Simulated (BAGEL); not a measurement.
# GeN2H4 (SMILES [NH2][Ge][NH2]): a chain of runs

We compute the energy (HF/cc-pVDZ), then the energy (NEVPT2(2,2)/cc-pVDZ), then the energy (CASPT2(2,2)/cc-pVDZ) of GeN2H4. 

Program for the calculation: BAGEL 1.2.2.

2 further runs of the same task are left out: 2 set aside as unsound or not needed.

### Step 1. The molecule

GeN2H4: 7 atoms, total charge 0, spin state singlet. SMILES: `[NH2][Ge][NH2]`. One bond was lengthened or shortened from a relaxed shape.

Bond lengths: N1–Ge2 2.101 Å, Ge2–N3 1.827 Å, N1–H4 1.006 Å, N1–H5 1.008 Å, N3–H6 1.008 Å, N3–H7 1.006 Å. Angles: N1–Ge2–N3 97.3°, Ge2–N1–H4 120.9°, Ge2–N1–H5 126.9°, Ge2–N3–H6 126.9°, Ge2–N3–H7 120.9°, H4–N1–H5 112.3°, H6–N3–H7 112.3°.

### Step 2. The energy at HF/cc-pVDZ (density fitting with svp-jkfit) (run 1)

calc.json

```json
{ "bagel": [

{
  "title": "molecule",
  "basis": "cc-pvdz.json",
  "df_basis": "svp-jkfit",
  "angstrom": true,
  "geometry": [
    { "atom": "N", "xyz": [      -1.346173,       0.291523,      -0.771096 ] },
    { "atom": "Ge", "xyz": [      -0.069700,      -1.237600,      -0.102500 ] },
    { "atom": "N", "xyz": [       1.194700,      -0.165000,       0.665000 ] },
    { "atom": "H", "xyz": [      -2.196373,       0.075423,      -1.263596 ] },
    { "atom": "H", "xyz": [      -1.214273,       1.284123,      -0.653796 ] },
    { "atom": "H", "xyz": [       1.191600,       0.842500,       0.702200 ] },
    { "atom": "H", "xyz": [       2.002000,      -0.560700,       1.116500 ] }
  ]
},

{
  "title": "hf"
},

{
  "title": "print",
  "file": "orbitals.molden",
  "orbitals": true
}

]}
```

The basis set cc-pVDZ is read from a file made from the Basis Set Exchange's data (not shown).

The run is started by

```sh
$ BAGEL_NUM_THREADS=1 BAGEL calc.json > calc.out
```

What it wrote:

```text
* using 1 threads per process

  ===============================================================
  ===============================================================

  *** Geometry ***

  { "atom" : "N", "xyz" : [     -2.543898,      0.550899,     -1.457160 ] },
  { "atom" : "Ge", "xyz" : [     -0.131714,     -2.338725,     -0.193697 ] },
  { "atom" : "N", "xyz" : [      2.257656,     -0.311805,      1.256668 ] },
  { "atom" : "H", "xyz" : [     -4.150543,      0.142529,     -2.387850 ] },
  { "atom" : "H", "xyz" : [     -2.294643,      2.426641,     -1.235495 ] },
  { "atom" : "H", "xyz" : [      2.251798,      1.592094,      1.326966 ] },
  { "atom" : "H", "xyz" : [      3.783232,     -1.059569,      2.109879 ] },

  Number of auxiliary basis functions:      492

  Since a DF basis is specified, we compute 2- and 3-index integrals:
    o Being stored without compression. Storage requirement is 0.022 GB

  Number of basis functions:       75
  Number of electrons      :       50

    * METHOD: MOLECULE                             0.17

  *** RHF ***

  === Nuclear Repulsion ===
   175.8285361775

      * DIIS with orbital gradients will be used.

  === RHF iteration (cc-pvdz.json) ===
      0      -2186.18207094          0.02538618           0.05
      1      -2186.37858857          0.02098241           0.05
      2      -2186.56383611          0.00205049           0.05
      3      -2186.56667043          0.00075860           0.05
      4      -2186.56704311          0.00022856           0.05
      5      -2186.56709773          0.00007912           0.05
      6      -2186.56710809          0.00003031           0.06
      7      -2186.56710983          0.00000952           0.05
      8      -2186.56710997          0.00000400           0.05
      9      -2186.56710999          0.00000195           0.05
     10      -2186.56710999          0.00000063           0.05
     11      -2186.56710999          0.00000028           0.05
     12      -2186.56710999          0.00000011           0.05
     13      -2186.56710999          0.00000003           0.05
     14      -2186.56710999          0.00000001           0.05
    * SCF iteration converged.

    * Permanent dipole moment:
           (   -0.471376,    -0.167648,    -0.280715) a.u.

    * METHOD: HF                                   0.89

    * METHOD: PRINT                                0.01

  ===============================================================
```

Wall time 1.4 s (1 thread of Intel Xeon 6975P-C (Granite Rapids), shared host); peak memory 0.15 GiB.

### Step 3. A single-point energy at NEVPT2(2,2)/cc-pVDZ (density fitting with svp-jkfit) (run 2)

input.json

```json
{ "bagel" : [

{
  "title" : "molecule",
  "basis" : "cc-pvdz.json",
  "df_basis" : "svp-jkfit",
  "angstrom" : true,
  "geometry" : [
    { "atom" : "N", "xyz" : [   -1.346173,    0.291523,   -0.771096 ] },
    { "atom" : "Ge", "xyz" : [   -0.069700,   -1.237600,   -0.102500 ] },
    { "atom" : "N", "xyz" : [    1.194700,   -0.165000,    0.665000 ] },
    { "atom" : "H", "xyz" : [   -2.196373,    0.075423,   -1.263596 ] },
    { "atom" : "H", "xyz" : [   -1.214273,    1.284123,   -0.653796 ] },
    { "atom" : "H", "xyz" : [    1.191600,    0.842500,    0.702200 ] },
    { "atom" : "H", "xyz" : [    2.002000,   -0.560700,    1.116500 ] }
  ]
},
{ "title" : "hf" },
{ "title" : "nevpt2", "nstate" : 1, "nact" : 2, "nclosed" : 24, "active" : [22, 27], "maxiter" : 200, "natocc" : true, "ncore" : 11 },
{ "title" : "print", "file" : "orbitals.molden", "orbitals" : true }

]}
```

The basis set cc-pVDZ is read from a file made from the Basis Set Exchange's data (not shown).

The run is started by

```sh
$ BAGEL_NUM_THREADS=1 BAGEL input.json > input.out
```

What it wrote:

```text
* using 1 threads per process

  ===============================================================
  ===============================================================

  *** Geometry ***

  { "atom" : "N", "xyz" : [     -2.543898,      0.550899,     -1.457160 ] },
  { "atom" : "Ge", "xyz" : [     -0.131714,     -2.338725,     -0.193697 ] },
  { "atom" : "N", "xyz" : [      2.257656,     -0.311805,      1.256668 ] },
  { "atom" : "H", "xyz" : [     -4.150543,      0.142529,     -2.387850 ] },
  { "atom" : "H", "xyz" : [     -2.294643,      2.426641,     -1.235495 ] },
  { "atom" : "H", "xyz" : [      2.251798,      1.592094,      1.326966 ] },
  { "atom" : "H", "xyz" : [      3.783232,     -1.059569,      2.109879 ] },

  Number of auxiliary basis functions:      492

[... 21 lines left out ...]
    * SCF iteration converged.
[... 1 line left out ...]
    * Permanent dipole moment:
[... 28 lines left out ...]
    * Second-order optimization converged. *

     guess   0:   closed 1.                   open ..

  === FCI iteration ===

      0  0     -2186.56666070     7.85e-02      0.00
      1  0     -2186.58454417     2.59e-03      0.00
      2  0 *   -2186.58457656     5.12e-16      0.00

     * ci vector, state   0, <S^2> = 0.0000
       2.     0.9935452819
       .2    -0.1134362062

  === DF-NEVPT2 calculation ===

    * 3-index integral transformation done
    * assembly done

      NEVPT2 correlation energy:   -0.4285733520      0.09

          (+0)     -0.3430507489
          (+0)'    -0.0363974396
          (+1)     -0.0077193454
          (+1)'    -0.0000000000
          (+2)     -0.0005610878
          (-1)     -0.0355545938
          (-1)'     0.0000000000
          (-2)     -0.0052901365

      NEVPT2 total energy:       -2187.0131499152

    * METHOD: NEVPT2                               6.06

    * METHOD: PRINT                                0.01

  ===============================================================
```

Wall time 7.5 s (1 thread of Intel Xeon 6975P-C (Granite Rapids), shared host); peak memory 0.15 GiB.

### Step 4. A single-point energy at CASPT2(2,2)/cc-pVDZ (density fitting with svp-jkfit) (run 3)

job.json

```json
{ "bagel" : [

{
  "title" : "molecule",
  "basis" : "cc-pvdz.json",
  "df_basis" : "svp-jkfit",
  "angstrom" : true,
  "geometry" : [
    { "atom" : "N", "xyz" : [   -1.346173,    0.291523,   -0.771096 ] },
    { "atom" : "Ge", "xyz" : [   -0.069700,   -1.237600,   -0.102500 ] },
    { "atom" : "N", "xyz" : [    1.194700,   -0.165000,    0.665000 ] },
    { "atom" : "H", "xyz" : [   -2.196373,    0.075423,   -1.263596 ] },
    { "atom" : "H", "xyz" : [   -1.214273,    1.284123,   -0.653796 ] },
    { "atom" : "H", "xyz" : [    1.191600,    0.842500,    0.702200 ] },
    { "atom" : "H", "xyz" : [    2.002000,   -0.560700,    1.116500 ] }
  ]
},
{
  "title" : "hf"
},
{
  "title" : "casscf",
  "nstate" : 1,
  "nact" : 2,
  "nclosed" : 24,
  "active" : [22, 27],
  "maxiter" : 200,
  "natocc" : true
},
{
  "title" : "print",
  "file" : "orbitals.molden",
  "orbitals" : true
},
{
  "title" : "smith",
  "method" : "caspt2",
  "ms" : true,
  "xms" : true,
  "sssr" : true,
  "shift" : 0.2,
  "shift_imag" : true,
  "ncore" : 11
}

]}
```

The basis set cc-pVDZ is read from a file made from the Basis Set Exchange's data (not shown).

The run is started by

```sh
$ BAGEL_NUM_THREADS=1 BAGEL job.json > job.out
```

What it wrote:

```text
* using 1 threads per process

  ===============================================================
  ===============================================================

  *** Geometry ***

  { "atom" : "N", "xyz" : [     -2.543898,      0.550899,     -1.457160 ] },
  { "atom" : "Ge", "xyz" : [     -0.131714,     -2.338725,     -0.193697 ] },
  { "atom" : "N", "xyz" : [      2.257656,     -0.311805,      1.256668 ] },
  { "atom" : "H", "xyz" : [     -4.150543,      0.142529,     -2.387850 ] },
  { "atom" : "H", "xyz" : [     -2.294643,      2.426641,     -1.235495 ] },
  { "atom" : "H", "xyz" : [      2.251798,      1.592094,      1.326966 ] },
  { "atom" : "H", "xyz" : [      3.783232,     -1.059569,      2.109879 ] },

  Number of auxiliary basis functions:      492

[... 21 lines left out ...]
    * SCF iteration converged.
[... 1 line left out ...]
    * Permanent dipole moment:
[... 27 lines left out ...]
    * Second-order optimization converged. *
[... 9 lines left out ...]
     * ci vector, state   0, <S^2> = 0.0000
[... 16 lines left out ...]
    * Zeroth order energy : state  0       -1.0078757324
[... 4 lines left out ...]
       #      aibj      arbs      arbi      airj      risj      airs      arst      rist         Etot      error   time
[... 2 lines left out ...]
       0  -0.34268  -0.00621  -0.03548  -0.00861  -0.00082  -0.03140  -0.00000  -0.00000   -0.4251984  0.0026391   0.09
       1  -0.34328  -0.00631  -0.03586  -0.00899  -0.00095  -0.03281  -0.00000  -0.00001   -0.4282006  0.0006417   0.06
       2  -0.34336  -0.00632  -0.03579  -0.00906  -0.00097  -0.03295  -0.00000  -0.00001   -0.4284532  0.0001964   0.05
[... 4 lines of this table left out ...]
       7  -0.34336  -0.00632  -0.03579  -0.00903  -0.00098  -0.03298  -0.00000   0.00000   -0.4284728  0.0000003   0.07

      ------------------------------------------------------------------------------------------------------------------

    * CASPT2 energy : state  0    -2187.0155621646
        w/o shift correction      -2187.0130493834
        reference weight              0.8696285612

    * METHOD: SMITH                                0.70

  ===============================================================
```

It took 7.5 s on 1 thread of Intel Xeon 6975P-C (Granite Rapids), shared host; peak memory 0.18 GiB.

### Step 5. Summary of results

| quantity | value |
| --- | --- |
| run 1, HF/cc-pVDZ: total energy | -2186.56711 Eh |
| run 1, HF/cc-pVDZ: dipole moment | 1.46 D |
| run 1, HF/cc-pVDZ: HOMO energy | -9.43 eV |
| run 1, HF/cc-pVDZ: LUMO energy | 2.06 eV |
| run 1, HF/cc-pVDZ: HOMO–LUMO gap | 11.49 eV |
| run 2, NEVPT2(2,2)/cc-pVDZ: total energy | -2187.01315 Eh |
| run 3, CASPT2(2,2)/cc-pVDZ: total energy | -2187.01556 Eh |
